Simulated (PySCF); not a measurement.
# F6Ni ([NiF6]2-): the cost of one run

Computed with PySCF 2.14.0 and routines of our own; the level stands in each step. Atoms count from 0.

### Step 1. The system as given

7 atoms, charge -2, states of the metal's open shell are computed; geometry from: model start, shaken.

### Step 2. Geometry optimisation at PBE0-D3(BJ)/def2-SVP

Job settings and geometry (Å):

```
{"job": {"xc": "PBE0", "basis": "def2-SVP", "d3": "d3bj", "grid": 1, "maxiter": 45, "solvent": "water", "kind": "geom"}, "charge": -2, "metal": "Ni", "open_shell": "d6"}
Ni     0.000020     0.004480    -0.004110
F     -0.013360    -0.006820     1.765130
F      0.000900     0.020100    -1.787380
F      1.770690     0.007350     0.005350
F     -1.778420    -0.013960    -0.000440
F      0.010430     1.759840    -0.006860
F     -0.028520    -1.799340    -0.027630
```

Run with:

```sh
$ OMP_NUM_THREADS=1 python lf_run.py task.json out
```

One launch serves the whole session: the jobs run in the order shown.

Q: Estimate the wall time and peak memory of this first job on 1 thread of Arm Neoverse V1, shared host.

About 3.5 min, with a peak of 0.76 GiB.
